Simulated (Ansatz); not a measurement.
# GaH6O3: the cost of one run

Program: Ansatz 0.2.0. Level of theory: the levels named in each step. These are calculated values, not measurements.

### 1 The system as given

Bond lengths: O3–Ga4 1.818 Å, O1–H5 0.960 Å, O1–H6 0.991 Å, O2–H7 0.980 Å, O2–H8 0.961 Å, O3–H9 0.952 Å, Ga4–H10 1.764 Å. Angles: O3–Ga4–H10 97.1°, Ga4–O3–H9 143.5°, H5–O1–H6 108.3°, H7–O2–H8 105.3°.

Coordinates:

```xyz
10

O     0.9610   -0.7697   -1.3266
O     0.0943    1.6787   -1.9121
O    -0.0006    1.2427    0.8148
Ga   -0.2474   -0.5498    0.6391
H     1.7343   -1.0914   -1.7961
H     0.7157    0.1145   -1.7006
H     0.0280    1.7300   -0.9361
H    -0.8125    1.6797   -2.2287
H     0.3121    1.9176    1.4096
H    -1.6077   -0.4740   -0.4816
```

### 2 A rough first relaxation, PBE-D4/def2-SVP

This run stands in another session on the same molecule. It ended at:

```xyz
10

O     0.6846   -0.7057   -1.4434
O     0.3277    1.7509   -1.9349
O    -0.1782    1.3213    0.5410
Ga   -0.2193   -0.5878    0.4716
H     1.6451   -0.8611   -1.3690
H     0.5871    0.2760   -1.8076
H     0.1349    1.7994   -0.9253
H    -0.5428    1.9042   -2.3493
H     0.4415    1.6543    1.2156
H    -1.7033   -1.0732    0.0830
```

### 3 Relaxation, HF/STO-3G

Input file input.yaml:

```yaml
crystal:
  periodic: [false, false, false]
  atoms:
    - { symbol: O, position_ang: [0.68456544, -0.70571197, -1.44338404] }
    - { symbol: O, position_ang: [0.32773064, 1.75088947, -1.93494311] }
    - { symbol: O, position_ang: [-0.17821045, 1.32128752, 0.54101568] }
    - { symbol: Ga, position_ang: [-0.2193367, -0.58777734, 0.47161998] }
    - { symbol: H, position_ang: [1.64514555, -0.86107924, -1.36899216] }
    - { symbol: H, position_ang: [0.58711437, 0.27599295, -1.80764036] }
    - { symbol: H, position_ang: [0.13492129, 1.79937621, -0.92534707] }
    - { symbol: H, position_ang: [-0.54276318, 1.90424656, -2.34925724] }
    - { symbol: H, position_ang: [0.44148345, 1.65430163, 1.21559181] }
    - { symbol: H, position_ang: [-1.70334041, -1.07324579, 0.08304651] }
magnetization:
  spin_polarized: true
  initial_magnetization: 1
basis:
  gaussian: { orbitals: STO-3G }
hamiltonian:
  xc: hf
relax:
  f_tol: 0.002
  max_steps: 150
```

Started as:

```sh
$ ansatz run input.yaml --threads 4 --pin off --max-ram 10240MiB --backend cpu --events-out ev --progress --plain --runs-dir out
```

What time and memory should one allow on 4 threads of Intel Xeon at 2.50GHz (Skylake/Cascade Lake), shared host?

About 45 s, with a peak of 0.13 GiB.
